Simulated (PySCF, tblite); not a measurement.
# C4H4Cl2F radical: geometry, infrared bands and EPR parameters

What infrared bands and EPR parameters should C4H4Cl2F radical (`F[C@@]1(Cl)[CH][C@H]1CCl`) show?

Programs: tblite 0.8.0 and PySCF 2.14.0, with density-fitted response routines of our own. Each step states its level of theory. These are calculated values for one molecule in the gas phase, unless marked as measured. Atoms count from 0, in the outputs and in this text.

## 1. The molecule as given

11 atoms, charge 0, multiplicity 2; geometry from: force field or distance geometry start.

Bonds of the start (Å): F0–C1 1.38, C1–Cl2 1.74, C1–C3 1.45, C3–C4 1.44, C4–C5 1.49, C5–Cl6 1.78, C4–C1 1.51, C3–H7 1.08, C4–H8 1.08, C5–H9 1.09, C5–H10 1.09.

## 2. Geometry optimisation with GFN2-xTB

What the job is given:

```
{"job": {"kind": "relax", "xc": "GFN2-xTB", "basis": "xTB"}, "charge": 0, "multiplicity": 2}
F     -1.425600     0.338900    -1.223000
C     -1.332300     0.083400     0.125800
Cl    -2.652600     0.579400     1.141000
C     -0.702000    -1.168100     0.479400
C      0.052000     0.039900     0.720100
C      1.199300     0.423700    -0.149600
Cl     2.686400    -0.317700     0.490000
H     -0.439300    -1.912500    -0.252400
H      0.189800     0.330900     1.747900
H      1.341100     1.508100    -0.132700
H      1.088700     0.096700    -1.187600
```

The run is started by

```console
OMP_NUM_THREADS=1 python probes_run.py task.json out
```

The driver reads the jobs from task.json and runs them one after another.

Log:

```text
step      E/eV     max force
  0    -661.40828    1.646
  1    -661.45747    0.800
  2    -661.50609    0.792
  3    -661.56560    0.558
  4    -661.58277    0.422
  5    -661.59345    0.211
  6    -661.59653    0.154
  7    -661.59892    0.145
  8    -661.60085    0.137
  9    -661.60280    0.101
 10    -661.60448    0.115
 11    -661.60585    0.108
 12    -661.60671    0.082
 13    -661.60721    0.060
 14    -661.60759    0.061
 15    -661.60799    0.065
 16    -661.60841    0.064
 17    -661.60878    0.062
 18    -661.60910    0.055
 19    -661.60938    0.048
 20    -661.60959    0.043
 21    -661.60972    0.027
 22    -661.60980    0.025
 23    -661.60989    0.030
 24    -661.60998    0.036
 25    -661.61004    0.023
 26    -661.61008    0.016
 27    -661.61010    0.014
 28    -661.61012    0.015
 29    -661.61013    0.011
 30    -661.61014    0.009
```

Run time: 0.16 s. Hardware: 1 thread of Arm Neoverse V2, shared host.

The steps of the relaxation:

```
step  energy from step 0 (eV)  largest force (eV/Å)
   0                   0.0000                1.6455
   1                  -0.0492                0.8002
   2                  -0.0978                0.7921
   3                  -0.1573                0.5578
   4                  -0.1745                0.4221
   5                  -0.1852                0.2107
   6                  -0.1883                0.1544
   7                  -0.1906                0.1454
   8                  -0.1926                0.1372
   9                  -0.1945                0.1012
  10                  -0.1962                0.1152
  11                  -0.1976                0.1083
  12                  -0.1984                0.0815
  13                  -0.1989                0.0602
  14                  -0.1993                0.0611
  15                  -0.1997                0.0653
  16                  -0.2001                0.0642
  17                  -0.2005                0.0620
  18                  -0.2008                0.0551
  19                  -0.2011                0.0481
  20                  -0.2013                0.0433
  21                  -0.2014                0.0267
  22                  -0.2015                0.0253
  23                  -0.2016                0.0301
  24                  -0.2017                0.0359
  25                  -0.2018                0.0232
  26                  -0.2018                0.0155
  27                  -0.2018                0.0136
  28                  -0.2018                0.0150
  29                  -0.2019                0.0114
  30                  -0.2019                0.0086
```

Close pairs (by a distance rule), those that changed most:

```
  bond  before (Å)  after (Å)  change (Å)
 C3–C4       1.444      1.468      +0.024
C1–Cl2       1.738      1.761      +0.023
 C4–C5       1.490      1.513      +0.023
 C1–C4       1.507      1.525      +0.018
 F0–C1       1.376      1.364      -0.012
 C3–H7       1.076      1.067      -0.009
 C4–H8       1.077      1.086      +0.009
C5–H10       1.094      1.090      -0.004
```

The final coordinates are the input of the step that follows.

## 3. Infrared spectrum with GFN2-xTB

What the job is given:

```
{"job": {"kind": "ir", "xc": "GFN2-xTB", "basis": "xTB"}, "charge": 0, "multiplicity": 2}
F     -1.549285     0.423841    -1.165931
C     -1.354188     0.032785     0.126446
Cl    -2.674312     0.636558     1.123304
C     -0.670517    -1.208478     0.410390
C      0.060994     0.032475     0.693921
C      1.248560     0.443048    -0.148751
Cl     2.740132    -0.307800     0.479715
H     -0.447069    -2.058898    -0.194475
H      0.129003     0.367191     1.724732
H      1.393161     1.523174    -0.107965
H      1.128946     0.118775    -1.182420
```

Log:

```text
mode    cm-1     km/mol
  1      42.5      3.87
  2     108.8      3.69
  3     156.6      2.93
  4     214.0      2.19
  5     298.1      4.22
  6     356.0     11.32
  7     371.7     27.06
  8     478.2      6.52
  9     549.6     23.61
 10     660.1     28.33
 11     738.2     14.67
 12     837.3     50.34
 13     871.1     13.16
 14     931.7     15.85
 15     960.0      8.58
 16     992.5     24.72
 17    1044.4     36.62
 18    1109.1     11.15
 19    1125.1     19.09
 20    1217.5     24.61
 21    1245.4     18.73
 22    1406.3     67.32
 23    1423.4      1.69
 24    2972.5      0.06
 25    2987.8      0.13
 26    3003.5      0.74
 27    3184.4      2.68
```

It took 0.29 s on 1 thread of Arm Neoverse V2, shared host.

The strongest bands and the atoms that carry them (share of the mass-weighted mode):

```
cm⁻¹  km/mol                               atoms
 372    27.1           H7 46 %, C4 17 %, C5 13 %
 550    23.6  C3 23 %, H7 16 %, C1 15 %, C4 13 %
 660    28.3  C3 23 %, H7 18 %, C4 15 %, F0 13 %
 837    50.3           C1 48 %, F0 18 %, H8 10 %
 992    24.7  C4 29 %, H8 28 %, C5 11 %, C3 11 %
1044    36.6           H8 34 %, C1 31 %, C3 15 %
1218    24.6                   H9 42 %, H10 25 %
1406    67.3           C4 34 %, C1 31 %, C3 27 %
```

## 4. EPR parameters: B3LYP/pcH-1

The job, as its differences from that of step 3:

```diff
@@ -1,2 +1,2 @@
-{"job": {"kind": "ir", "xc": "GFN2-xTB", "basis": "xTB"}, "charge": 0, "multiplicity": 2}
+{"job": {"kind": "epr", "basis": "pcH-1"}, "charge": 0, "multiplicity": 2}
 F     -1.549285     0.423841    -1.165931
```

Method: UKS B3LYP, pcH-1 on C Cl F H, non-relativistic, mean-field spin-orbit, GIAO.

Log:

```text
UKS, coarse grid
  cycle   1  E = -1174.90666937  |g| = 4.37e-01
  cycle   2  E = -1174.82581061  |g| = 6.64e-01
  cycle   3  E = -1174.97437496  |g| = 6.11e-02
  cycle   4  E = -1174.97568219  |g| = 3.19e-02
  cycle   5  E = -1174.97613818  |g| = 8.47e-03
  cycle   6  E = -1174.97618280  |g| = 4.14e-03
  cycle   7  E = -1174.97619445  |g| = 1.35e-03
  cycle   8  E = -1174.97619551  |g| = 8.27e-04
UKS, final grid
  cycle   1  E = -1174.97620159  |g| = 1.15e-03
  cycle   2  E = -1174.97620102  |g| = 1.64e-03
  cycle   3  E = -1174.97620216  |g| = 1.02e-04
  cycle   4  E = -1174.97620216  |g| = 3.89e-05
  cycle   5  E = -1174.97620216  |g| = 1.76e-05
E = -1174.97620216 Eh   <S^2> = 0.7538 (exact 0.7500)
g shifts (ppm)      1          2          3
  rmc          -166       -166       -166
  gc             27         20          5
  oz_so        -404        887       1859
  total        -542        741       1698
hyperfine (MHz)  atom isotope    a_iso     a_fc   dipolar eigenvalues
    0   19F      50.49      50.73    -65.01    -53.27    118.28
    1   13C     -23.75     -23.74     -9.06      0.32      8.74
    2  35Cl       9.21       8.93     -9.96     -8.37     18.33
    3   13C     248.17     248.23    -74.91    -71.93    146.84
    4   13C     -25.46     -25.48     -5.61     -0.03      5.64
    5   13C      30.96      30.96     -4.06     -3.96      8.03
    6  35Cl       1.28       1.29     -0.92      0.00      0.92
    7    1H     -36.71     -36.73    -33.84     -3.84     37.68
    8    1H     109.71     109.71     -7.03     -3.30     10.32
    9    1H      14.32      14.32     -2.71     -1.15      3.86
   10    1H      -3.08      -3.08     -4.37     -1.82      6.19
```

It took 69 s on 1 thread of Arm Neoverse V2, shared host; peak memory 0.9 GiB.

Principal g values 2.00178, 2.00306, 2.00402; g(iso) = 2.00295, against 2.00232 for a free electron.

Hyperfine couplings, nucleus by nucleus at this fixed geometry (no averaging over rotations):

```
nuclei  isotope  a(iso) (MHz)  a(iso) (G, at g = 2.0023)  largest dipolar term (MHz)
    C3      13C         248.2                       88.6                       146.8
    H8       1H         109.7                       39.1                        10.3
    F0      19F          50.5                       18.0                       118.3
    H7       1H         -36.7                      -13.1                        37.7
    C5      13C          31.0                       11.0                         8.0
    C4      13C         -25.5                       -9.1                         5.6
    C1      13C         -23.8                       -8.5                        -9.1
    H9       1H          14.3                        5.1                         3.9
   Cl2     35Cl           9.2                        3.3                        18.3
   H10       1H          -3.1                       -1.1                         6.2
   Cl6     35Cl           1.3                        0.5                        -0.9
```

Mulliken spin populations:

```
atom  value (e)
  F0       0.02
  C1      -0.01
 Cl2       0.04
  C3       0.93
  C4      -0.04
  C5       0.03
 Cl6       0.00
  H7      -0.03
  H8       0.05
  H9       0.01
 H10       0.00
```

In first order the couplings over 0.8 MHz of 1H, 19F, 35Cl give 508 distinct lines over 87.7 G.

Orbitals, density, ELF and potential are computed afterwards from the orbital file.

ELF in a plane through or near 4 of the atoms.

Values, 10 rows by 14 columns:
```
0.00 0.00 0.00 0.00 0.00 0.00 0.00 0.00 0.00 0.00 0.00 0.00 0.00 0.00
0.00 0.00 0.00 0.00 0.00 0.00 0.00 0.00 0.00 0.00 0.00 0.00 0.00 0.00
0.00 0.00 0.00 0.00 0.00 0.00 0.00 0.00 0.00 0.30 0.40 0.18 0.01 0.00
0.00 0.00 0.03 0.02 0.03 0.13 0.02 0.09 0.02 0.81 0.90 0.76 0.18 0.01
0.00 0.11 0.69 0.80 0.28 0.27 0.50 0.73 0.36 0.68 0.33 0.73 0.58 0.06
0.00 0.21 0.86 0.39 0.51 0.32 0.63 0.64 0.44 0.35 0.34 0.71 0.35 0.01
0.00 0.09 0.69 0.88 0.86 0.15 0.15 0.64 0.30 0.70 0.04 0.01 0.01 0.00
0.00 0.00 0.14 0.42 0.38 0.01 0.07 0.95 0.92 0.27 0.04 0.00 0.00 0.00
0.00 0.00 0.00 0.00 0.00 0.00 0.01 0.43 0.36 0.02 0.00 0.00 0.00 0.00
0.00 0.00 0.00 0.00 0.00 0.00 0.00 0.00 0.00 0.00 0.00 0.00 0.00 0.00
```
The map spans 10.6 Å across and 9.3 Å up, centred on the molecule. Atoms in the plane (x, y in Å): Cl2 (2.7, 1.0), C3 (0.8, -1.1), C4 (0.0, 0.2), Cl6 (-2.7, -0.4).

On the surface of density 0.002 e/bohr³ the electrostatic potential runs, from the 1st to the 99th percentile, from -0.59 V near F0 to 1.41 V near H7.

The spin density lies nearest to C3 66 %; H7 10 %.

## 5. Summary of results

| quantity | value |
| --- | --- |
| strongest single infrared mode (GFN2-xTB) | 1406 cm⁻¹, 67 km/mol |
| zero-point energy (GFN2-xTB) | 41.9 kcal/mol |
| g(iso) (B3LYP) | 2.00295 |
| ⟨S²⟩ | 0.754 (exact 0.75) |
| largest a(iso) | 13C on C3, 248.2 MHz |
| surface potential, 1st and 99th percentile | -0.59 V and 1.41 V |

**Reading.** The optimisation took 30 steps and gained 0.202 eV; among the close pairs (by a distance rule), C3–C4 changed most, from 1.444 to 1.468 Å. No mode is imaginary among the 27: a minimum at this level. The strongest single mode, at 1406 cm⁻¹, is spread over several atoms, C4, C1, C3 among them. Unscaled tight-binding wavenumbers are off by several per cent, some by more. Its intensities can rank the bands wrongly. Most of the unpaired spin sits on C3 (0.93 e). The isotropic g lies 0.6 ppt above the free-electron value.
